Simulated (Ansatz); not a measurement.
# B₂FH₅Si: a ladder of functionals and wavefunction methods

An exercise on one series of results from a longer session: the logs are not shown, and one member is left open.

Method: functionals in def2-TZVPP, the program's frozen cores in correlated methods; program: Ansatz 0.2.0, Gaussian basis.

Levels to be run: LDA (SPW92), PBE-D4, revPBE-D4, BLYP-D4, r2SCAN-D4, B97M-V, PBE0-D4, B3LYP-D4, r2SCANh-D4, r2SCAN0-D4, HSE06-D4, BHLYP-D4, CAM-B3LYP-D4, LC-ωPBE, ωB97X-V, ωB97M-V, B2PLYP, PBE-QIDH; CCSD(T)/def2-SVP; CCSD(T)/def2-TZVPP; MP2/def2-QZVPP; extrapolation to the limit; RPA on PBE.

**The relaxed structure**

An earlier PBE0-D4 in a triple-zeta def2 set relaxation fixed the geometry.

SMILES `FBB[SiH3]`, 9 atoms, charge 0, spin multiplicity 1.

Atoms are counted from 1 here; the program's logs count them from 0.

Bond lengths: F1–B2 1.328 Å, B2–B3 1.663 Å, B2–H5 1.210 Å, B3–Si4 2.013 Å, B3–H6 1.199 Å, Si4–H7 1.489 Å, Si4–H8 1.487 Å, Si4–H9 1.494 Å. Angles: F1–B2–B3 124.3°, F1–B2–H5 116.1°, B3–B2–H5 119.5°, B2–B3–Si4 123.3°, B2–B3–H6 121.1°, Si4–B3–H6 115.5°, B3–Si4–H7 112.1°, B3–Si4–H8 114.7°, B3–Si4–H9 104.9°, H7–Si4–H8 108.6°, H7–Si4–H9 108.2°, H8–Si4–H9 108.1°.

The first run:

in.yaml

```yaml
crystal:
  periodic: [false, false, false]
  atoms:
    - {symbol: F, position_ang: [1.412212, 1.443822, -1.812428]}
    - {symbol: B, position_ang: [0.557727, 0.439214, -1.657630]}
    - {symbol: B, position_ang: [-0.551051, 0.333062, -0.423324]}
    - {symbol: Si, position_ang: [-0.142863, -0.505046, 1.360899]}
    - {symbol: H, position_ang: [0.638748, -0.458806, -2.464730]}
    - {symbol: H, position_ang: [-1.678060, 0.716165, -0.568976]}
    - {symbol: H, position_ang: [-1.236848, -1.404309, 1.819910]}
    - {symbol: H, position_ang: [1.141134, -1.253444, 1.417343]}
    - {symbol: H, position_ang: [-0.052398, 0.643042, 2.311836]}
basis:
  gaussian: {orbitals: def2-TZVPP}
hamiltonian: {xc: lda}
output: {orbitals: {seedname: orbitals}}
```

On the command line:

```console
> ansatz run in.yaml --threads 2 --pin off --events-out ev --progress --plain --max-ram 4352MiB
```

Steps of the session up to this table: LDA; PBE-D4 (GGA); revPBE-D4 (GGA); BLYP-D4 (GGA); r2SCAN-D4 (meta-GGA); B97M-V (meta-GGA); PBE0-D4 (hybrid); B3LYP-D4 (hybrid); r2SCANh-D4 (hybrid); r2SCAN0-D4 (hybrid); HSE06-D4 (hybrid); BHLYP-D4 (hybrid); CAM-B3LYP-D4 (range-separated); LC-ωPBE (range-separated); ωB97X-V (range-separated); ωB97M-V (range-separated); B2PLYP (double hybrid); PBE-QIDH (double hybrid).

One of the session's tables, all rows but one given; the rest of the session is left out.

It belongs to the step «Frontier levels by functional». 

| functional | HOMO (eV) | LUMO (eV) | gap (eV) |
| --- | --- | --- | --- |
| LDA (SPW92) | -6.76 | -3.89 | 2.87 |
| PBE-D4 | -6.67 | -3.62 | 3.05 |
| revPBE-D4 | -6.63 | -3.51 | 3.12 |
| BLYP-D4 | -6.59 | -3.43 | 3.16 |
| r2SCAN-D4 | ? | ? | ? |
| B97M-V | -7.08 | -3.44 | 3.64 |
| PBE0-D4 | -8.00 | -2.65 | 5.35 |
| B3LYP-D4 | -7.81 | -2.82 | 4.99 |
| r2SCANh-D4 | -7.44 | -2.99 | 4.45 |
| r2SCAN0-D4 | -8.17 | -2.48 | 5.68 |
| HSE06-D4 | -7.59 | -3.03 | 4.56 |
| BHLYP-D4 | -9.23 | -1.55 | 7.68 |
| CAM-B3LYP-D4 | -9.40 | -1.48 | 7.91 |
| LC-ωPBE | -10.73 | -0.30 | 10.42 |
| ωB97X-V | -10.37 | -0.41 | 9.97 |
| ωB97M-V | -10.19 | -0.66 | 9.53 |

Q: Estimate the row for r2SCAN-D4 from the others.

Worked estimate for «HOMO (eV)». Against the share of exact exchange, r2SCANh-D4 (0.1, -7.44), r2SCAN0-D4 (0.25, -8.17) give a slope of -4.87 per unit share; at 0 the line stands at -6.95.

**Answer.** HOMO (eV): -6.94; LUMO (eV): -3.32; gap (eV): 3.62. In «HOMO (eV)» the line misses by -0.01.
